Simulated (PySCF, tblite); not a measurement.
**C₃H₁₃OPSi₂: geometry, infrared bands, NMR shifts, electronic excitations and core binding energies**

What infrared bands, NMR shifts, electronic excitations and core binding energies should C₃H₁₃OPSi₂ (`CC(C)[Si@@H](P)O[SiH3]`) show?

Programs: tblite 0.8.0 and PySCF 2.14.0, with density-fitted response routines of our own. Each step states its level of theory. These are calculated values for one molecule in the gas phase, unless marked as measured. Atoms count from 0, in the outputs and in this text.

## Step 1: Starting geometry

20 atoms, charge 0, multiplicity 1; geometry from: force field or distance geometry start.

Bonds of the start (Å): C0–C1 1.54, C1–C2 1.51, C1–Si3 1.91, Si3–P4 2.22, Si3–O5 1.66, O5–Si6 1.66, C0–H7 1.09, C0–H8 1.10, C0–H9 1.10, C1–H10 1.10, C2–H11 1.11, C2–H12 1.11, C2–H13 1.10, Si3–H14 1.47, P4–H15 1.42, P4–H16 1.42, Si6–H17 1.49, Si6–H18 1.48, Si6–H19 1.49.

## Step 2: Optimising the geometry with GFN2-xTB

The job: settings as JSON, then the geometry in Å.

```
{"job": {"kind": "relax", "xc": "GFN2-xTB", "basis": "xTB"}, "charge": 0, "multiplicity": 1}
C     -1.715300    -0.675800     0.558000
C     -0.885800    -0.292500    -0.676800
C     -1.762200     0.371800    -1.717400
Si     0.686100     0.702600    -0.258000
P      0.145300     2.635300     0.688700
O      1.676400    -0.085400     0.817400
Si     2.671600    -1.407200     0.858100
H     -1.122600    -1.207600     1.308500
H     -2.144200     0.208400     1.047200
H     -2.560000    -1.325700     0.273300
H     -0.521800    -1.237000    -1.109200
H     -2.605800    -0.285700    -1.998200
H     -2.205300     1.315000    -1.341200
H     -1.204600     0.599700    -2.636600
H      1.436100     0.987600    -1.491800
H     -0.235000     2.125500     1.955400
H      1.452200     3.005600     1.088500
H      1.878700    -2.623000     0.520600
H      3.765300    -1.242400    -0.117900
H      3.245600    -1.558400     2.228400
```

Launch:

```console
OMP_NUM_THREADS=1 python probes_run.py task.json out
```

One launch serves the whole session: the jobs run in the order shown.

**Question.** This job is followed by: GFN2-xTB harmonic vibrations, gas phase; PBE0-D3(BJ)/def2-SVP geometry optimisation, gas phase; GIAO PBE0/pcSseg-1 NMR shielding, non-relativistic, gas phase; TDDFT PBE0/def2-SVPD, vertical, gas phase, core orbitals frozen in the response; GIAO HF/pcSseg-1 NMR shielding, non-relativistic, gas phase; delta-SCF UKS SCAN, pcX-2 on the ionised atom, pcseg-1 elsewhere, spin-free X2C. Predict these results of the whole session: strongest single infrared mode (GFN2-xTB); zero-point energy (GFN2-xTB); point group; rotational constants (main isotopes); ¹³C shifts against TMS (PBE0/pcSseg-1); ¹H shifts against TMS (PBE0/pcSseg-1, means over atoms taken as alike); ²⁹Si shifts against TMS (PBE0/pcSseg-1); ³¹P shifts against H3PO4 (PBE0/pcSseg-1); ¹⁷O shifts against H2O (PBE0/pcSseg-1); lowest singlet (PBE0/def2-SVPD); brightest single state of those computed; lowest triplet; vertical ionisation energy (ΔSCF); C1s binding energies, SCAN/pcX-2; Si1s binding energies, SCAN/pcX-2; Si2p binding energies, SCAN/pcX-2; P1s binding energies, SCAN/pcX-2; P2p binding energies, SCAN/pcX-2; O1s binding energies, SCAN/pcX-2; range of the shift of P4.

**Answer**, as computed:

| quantity | value |
| --- | --- |
| strongest single infrared mode (GFN2-xTB) | 1067 cm⁻¹, 585 km/mol |
| zero-point energy (GFN2-xTB) | 92.5 kcal/mol |
| point group | C1 |
| rotational constants (main isotopes) | 1.66, 0.97, 0.75 GHz |
| ¹³C shifts against TMS (PBE0/pcSseg-1) | 17.9, 17.5, 16.7 ppm |
| ¹H shifts against TMS (PBE0/pcSseg-1, means over atoms taken as alike) | 5.28, 5.00, 1.70, 1.13, 1.03, 0.88 ppm |
| ²⁹Si shifts against TMS (PBE0/pcSseg-1) | 17.1, -42.4 ppm |
| ³¹P shifts against H3PO4 (PBE0/pcSseg-1) | -288.2 ppm |
| ¹⁷O shifts against H2O (PBE0/pcSseg-1) | 37.0 ppm |
| lowest singlet (PBE0/def2-SVPD) | 6.18 eV (201 nm), f = 0.008 |
| brightest single state of those computed | state 5, 7.13 eV, f = 0.105 |
| lowest triplet | 5.55 eV |
| vertical ionisation energy (ΔSCF) | 9.05 eV |
| C1s binding energies, SCAN/pcX-2 | C0 290.63, C2 290.58, C1 290.14 eV |
| Si1s binding energies, SCAN/pcX-2 | Si6 1847.42, Si3 1846.79 eV |
| Si2p binding energies, SCAN/pcX-2 | Si6 107.69, Si3 107.09 eV |
| P1s binding energies, SCAN/pcX-2 | P4 2149.58 eV |
| P2p binding energies, SCAN/pcX-2 | P4 136.35 eV |
| O1s binding energies, SCAN/pcX-2 | O5 537.62 eV |
| range of the shift of P4 | -288.2 to -260.7 ppm |

In words: All 54 modes are real, so the xTB geometry is a minimum. The strongest single mode, at 1067 cm⁻¹, moves mainly O5. GFN2-xTB is a fitted tight-binding method: band positions and strengths are rough. Its intensities can rank the bands wrongly. The first singlet state (HOMO→LUMO 0.51, HOMO→LUMO+2 0.37) lies at 6.18 eV and is weak; of the 10 states computed, the strongest absorption comes from state 5 at 7.13 eV. The lowest triplet lies 0.63 eV below the lowest singlet (triplets in Tamm-Dancoff, singlets in full TDDFT). ΔSCF puts the ionisation energy at 9.05 eV, 1.76 eV above −ε(HOMO). The C1s levels kept as sound span 0.49 eV, from C1 (sp3 CH bonded to Si) up to C0 (methyl carbon). Across the 2 runs the shift of P4 moves most, between -288.2 (PBE0/pcSseg-1) and -260.7 ppm (HF/pcSseg-1).
